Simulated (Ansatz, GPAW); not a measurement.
## A script for ZrTeSe (GLLB-SC)

These are simulated results from GPAW 26.7.0, not measurements. The cell was built from a prototype and was relaxed with r2SCAN in plane waves (Ansatz 0.2.0). It may be hypothetical. It is a single sheet, repeated along a and b, with vacuum along c. All runs are without spin polarisation.

The sheet's in-plane cell has a = 3.827 Å, b = 3.827 Å (γ = 120.0°), and its outermost atoms lie 3.50 Å apart along the normal. Zr has 3 Se at 2.70 Å and 3 Te at 2.95 Å; Se has 3 Zr at 2.70 Å; Te has 3 Zr at 2.95 Å.

GLLB-SC is a model potential. Its fundamental gap is the Kohn-Sham gap plus a derivative discontinuity, which the script evaluates at the band edges among the listed k points. Its total energy isn't variational and serves nothing here.

run.py reads:

```python
import json
from ase import Atoms
from gpaw import GPAW, PW, FermiDirac

atoms = Atoms(['Zr', 'Se', 'Te'],
              cell=[[3.82744, 0.0, 0.0], [-1.91372, 3.31466, -0.0], [0.0, -0.0, 31.629314]],
              scaled_positions=[[0.333333, 0.666667, 0.288678], [0.666667, 0.333333, 0.337853], [0.666667, 0.333333, 0.227108]],
              pbc=True)
calc = GPAW(mode=PW(400), xc='GLLBSC', kpts={'size': (6, 6, 1), 'gamma': True},
            occupations=FermiDirac(0.02), maxiter=100, legacy_gpaw=True, txt='gpaw.txt')
atoms.calc = calc
res = {'energy': atoms.get_potential_energy(force_consistent=True)}
res['electrons'] = calc.get_number_of_electrons()
res['k'] = calc.get_ibz_k_points().tolist()
res['levels'] = [calc.get_eigenvalues(kpt=i).tolist() for i in range(len(res['k']))]
points = [[0.0, 0.0, 0.0], [0.5, 0.0, 0.0], [0.333333, 0.333333, 0.0], [0.0, 0.395833, 0.0], [0.0, 0.416667, 0.0]]
bands = calc.fixed_density(kpts=points, symmetry='off', nbands=round(res['electrons']) // 2 + 6, convergence={'bands': -2}, txt='bands.txt')
res['points'] = [bands.get_eigenvalues(kpt=i).tolist() for i in range(len(points))]
homo, lumo = bands.get_homo_lumo()
potential = calc.hamiltonian.xc.response.calculate_discontinuity_potential(homo, lumo)
res['discontinuity'] = bands.hamiltonian.xc.response.calculate_discontinuity(potential)
json.dump(res, open('results.json', 'w'))
print('free energy (eV):', round(res['energy'], 5))
```

Command: `python run.py`. It took 2.5 min on 1 thread of Arm Neoverse V1, with other jobs on the host, peak memory 0.37 GiB.

The log gpaw.txt, trimmed of paths, versions and times, then the last line on the terminal. An iter line gives the energy in eV and the logarithms of the changes of orbitals (plane waves alone) and density (c: converged):

```
___ ___ ___ _ _ _
 |   |   |_  | | | |

 | | | | | . | | | |

 |__ |  _|___|_____|  26.7.0
 |___|_|

Input parameters:
  kpts: {gamma: True,
         size: (6, 6, 1)}
  maxiter: 100
  mode: {ecut: 400.0,
         name: pw}
  occupations: {fixmagmom: False,
                name: fermi-dirac,
                width: 0.02}
  xc: GLLBSC

System changes: positions, numbers, cell, pbc, initial_charges, initial_magmoms

Initialize ...

species:
  Zr:
    name:    Zirconium
    Z:       40.0
    valence: 12
    core:    28
    charge:  0.0  # [|e|]
    compensation charges:
      type: gauss
      rc: 0.40  # [Å]
      lmax: 2
    cutoffs:
      filter: 2.39  # [Å]
      core: 1.59  # [Å]
    projectors
    | kind |    occ | energy [eV] | rcut [Å] |

    |------|--------|-------------|----------|

    |   4s |  2.000 |     -54.225 |    1.323 |

    |   5s |  2.000 |      -5.327 |    1.323 |

    |   4p |  6.000 |     -32.363 |    1.334 |

    |   5p |  0.000 |      -2.090 |    1.334 |

    |   4d |  2.000 |      -4.018 |    1.244 |

    |    d |        |      23.193 |    1.244 |

    Using partial waves for Zr as LCAO basis

  Se:
    name:    Selenium
    Z:       34.0
    valence: 6
    core:    28
    charge:  0.0  # [|e|]
    compensation charges:
      type: gauss
      rc: 0.27  # [Å]
      lmax: 2
    cutoffs:
      filter: 1.77  # [Å]
      core: 2.61  # [Å]
    projectors
    | kind |    occ | energy [eV] | rcut [Å] |

    |------|--------|-------------|----------|

    |   4s |  2.000 |     -19.929 |    0.847 |

    |   4p |  4.000 |      -9.440 |    1.005 |

    |    s |        |       7.282 |    0.847 |

    |    p |        |      17.771 |    1.005 |

    |    d |        |       0.000 |    0.847 |

    Using partial waves for Se as LCAO basis

  Te:
    name:    Tellurium
    Z:       52.0
    valence: 6
    core:    46
    charge:  0.0  # [|e|]
    compensation charges:
      type: gauss
      rc: 0.36  # [Å]
      lmax: 2
    cutoffs:
      filter: 2.09  # [Å]
      core: 3.17  # [Å]
    projectors
    | kind |    occ | energy [eV] | rcut [Å] |

    |------|--------|-------------|----------|

    |   5s |  2.000 |     -17.259 |    1.180 |

    |   5p |  4.000 |      -8.515 |    1.196 |

    |    s |        |       9.952 |    1.180 |

    |    p |        |      18.697 |    1.196 |

    |    d |        |       0.000 |    1.238 |

    Using partial waves for Te as LCAO basis

Reference energy: -348606.778696  # eV

Spin-paired calculation

Convergence criteria:
 Maximum [total energy] change in last 3 cyles: 0.0005 eV / valence electron
 Maximum integral of absolute [dens]ity change: 0.0001 electrons / valence electron
 Maximum integral of absolute [eigenst]ate change: 4e-08 eV^2 / valence electron
 Maximum number of scf [iter]ations: 100
 (Square brackets indicate name in SCF output, whereas a 'c' in
 the SCF output indicates the quantity has converged.)

Symmetries present (total): 1

  ( 1  0  0)
  ( 0  1  0)
  ( 0  0  1)

36 k-points: 6 x 6 x 1 Monkhorst-Pack grid + [1/12,1/12,0.000000]
20 k-points in the irreducible part of the Brillouin zone
       k-points in crystal coordinates                weights
   0:     0.00000000    0.00000000    0.00000000          1/36
   1:     0.00000000    0.16666667    0.00000000          2/36
   2:     0.00000000    0.33333333    0.00000000          2/36
   3:     0.00000000    0.50000000    0.00000000          1/36
   4:     0.16666667   -0.33333333    0.00000000          2/36
   5:     0.16666667   -0.16666667    0.00000000          2/36
   6:     0.16666667    0.00000000    0.00000000          2/36
   7:     0.16666667    0.16666667    0.00000000          2/36
   8:     0.16666667    0.33333333    0.00000000          2/36
   9:     0.16666667    0.50000000    0.00000000          2/36
          ...
  19:     0.50000000    0.50000000    0.00000000          1/36

Wave functions: Plane wave expansion
  Cutoff energy: 400.000 eV
  Number of coefficients (min, max): 7263, 7303
  Pulay-stress correction: 0.000000 eV/Ang^3 (de/decut=0.000000)
  Using FFTW library
  ScaLapack parameters: grid=1x1, blocksize=None
  Wavefunction extrapolation:
    Improved wavefunction reuse through dual PAW basis

Occupation numbers: Fermi-Dirac:
  width: 0.0200  # eV

Eigensolver
   Davidson(niter=2)

Densities:
  Coarse grid: 18*18*147 grid
  Fine grid: 36*36*294 grid
  Total Charge: 0.000000

Density mixing:
  Method: separate
  Backend: msr1
  Linear mixing parameter: 0.05
  old densities: 10
  Width of damping distribution: 1.1
  Damping of long wavelength oscillations: 20

Hamiltonian:
  XC and Coulomb potentials evaluated on a 36*36*294 grid
  Using the GLLBSC Exchange-Correlation functional
  External potential:
    NoExternalPotential

XC parameters: GLLBSC functional being used consists of
  -----------------------------------------------------------------------
  | Weight | Module     | Description                                   |

  -----------------------------------------------------------------------
  |  1.000 | SCREENING  | GGA_X_PBE_SOL with 2 nearest neighbor stencil |

  |  1.000 | RESPONSE   | eps=0.0500 eV                                 |

  |  1.000 | XC         | GGA_C_PBE_SOL with 2 nearest neighbor stencil |

  -----------------------------------------------------------------------

Memory estimate:
  Process memory now: 131.51 MiB
  Calculator: 112.04 MiB
    Density: 28.37 MiB
      Arrays: 9.45 MiB
      Localized functions: 11.65 MiB
      Mixer: 7.27 MiB
    Hamiltonian: 6.49 MiB
      Arrays: 6.18 MiB
      XC: 0.00 MiB
      Poisson: 0.00 MiB
      vbar: 0.32 MiB
    Wavefunctions: 77.19 MiB
      Arrays psit_nG: 42.35 MiB
      Eigensolver: 2.73 MiB
      Projections: 0.26 MiB
      Projectors: 27.81 MiB
      PW-descriptor: 4.05 MiB

Total number of cores used: 1

Number of atoms: 3
Number of atomic orbitals: 21
Number of bands in calculation: 19
Number of valence electrons: 24
Bands to converge: occupied

... initialized

Initializing position-dependent things.

Density initialized from atomic densities
Creating initial wave functions:
  19 bands from LCAO basis set
Positions:
   0 Zr    -0.000002    2.209774    9.130687    ( 0.0000,  0.0000,  0.0000)
   1 Se     1.913722    1.104886   10.686059    ( 0.0000,  0.0000,  0.0000)
   2 Te     1.913722    1.104886    7.183270    ( 0.0000,  0.0000,  0.0000)

Unit cell:
           periodic     x           y           z      points  spacing
  1. axis:    yes    3.827440    0.000000    0.000000    18     0.1841
  2. axis:    yes   -1.913720    3.314660   -0.000000    18     0.1841
  3. axis:    yes    0.000000   -0.000000   31.629314   147     0.2152

  Lengths:   3.827440   3.827440  31.629314
  Angles:   90.000000  90.000000 120.000002

Effective grid spacing dv^(1/3) = 0.2035

iter:   1   -19.892626
iter:   2   -20.055637   -0.60  -1.03
iter:   3   -24.704062   -0.13  -0.99
iter:   4   -20.094372   -0.30  -0.91
iter:   5   -19.137056   -0.97  -1.00
iter:   6   -18.716330   -1.40  -1.28
iter:   7   -18.711016   -1.55  -1.46
iter:   8   -18.368446   -1.82  -1.38
iter:   9   -18.277159   -2.17  -1.45
iter:  10   -18.289330   -2.80  -1.91
iter:  11   -18.296688   -3.05  -2.05
iter:  12   -18.293704c  -3.24  -2.37
iter:  13   -18.303636c  -3.82  -2.26
iter:  14   -18.309201   -4.22  -2.47
iter:  15   -18.317956   -4.11  -2.71
iter:  16   -18.318195c  -4.64  -3.01
iter:  17   -18.319636c  -3.88  -3.04
iter:  18   -18.318241c  -4.54  -2.96
iter:  19   -18.320387c  -4.88  -3.17
iter:  20   -18.320131c  -5.49  -3.59
iter:  21   -18.320954c  -5.86  -3.98
iter:  22   -18.321140c  -6.18  -3.90
iter:  23   -18.321051c  -6.65  -4.21c
iter:  24   -18.321561c  -6.88  -4.22c
iter:  25   -18.321413c  -7.22  -4.35c
iter:  26   -18.321764c  -7.39  -4.69c
iter:  27   -18.321549c  -7.62c -4.89c

Converged after 27 iterations.

Energy contributions relative to reference atoms: (reference = -348606.778696)

Kinetic:        +58.727299
Potential:      -57.085499
External:        +0.000000
XC:             -19.561324
Entropy (-ST):   -0.000000
Local:           -0.402025
SIC:             +0.000000
--------------------------
Free energy:    -18.321549
Extrapolated:   -18.321549

GLLBSC response reference energy: -4.37044 eV (from HOMO)

Showing only first 2 kpts
 Kpt  Band  Eigenvalues  Occupancy
  0    10     -4.37037    2.00000
  0    11     -4.37025    2.00000
  0    12     -2.36160    0.00000
  0    13     -1.09023    0.00000

  1    10     -4.83216    2.00000
  1    11     -4.62909    2.00000
  1    12     -2.86074    0.00000
  1    13     -1.36259    0.00000

Fermi level: -4.03211

Gap: 0.685 eV
Transition (v -> c):
  (s=0, k=0, n=11, [0.00, 0.00, 0.00]) -> (s=0, k=16, n=12, [0.50, 0.00, 0.00])
Direct/indirect transitions are different
Direct gap: 1.080 eV
Transition at: (s=0, k=16, n=11, [0.50, 0.00, 0.00])

free energy (eV): -18.32155
```

The gap in the log is over the mesh alone; results.json adds the listed points. GLLB-SC gives a gap of 0.99 eV (0.671 eV Kohn-Sham over the listed points plus 0.320 eV discontinuity). On the same cell, plane-wave PBE (Ansatz, 12×12×1 k points and the special points) gives a gap of 0.49 eV and r2SCAN a gap of 0.75 eV; on shared hosts these took about 29 and 71 core-seconds on the 3-atom cell, against 150 for the script. Spin-orbit coupling, left out in all these runs, can cut or reorder the gap by tenths of an eV, up to about 1 eV with Pb or Bi.

Spin-orbit coupling is left out, which matters wherever the heavy atoms make up the band edges.
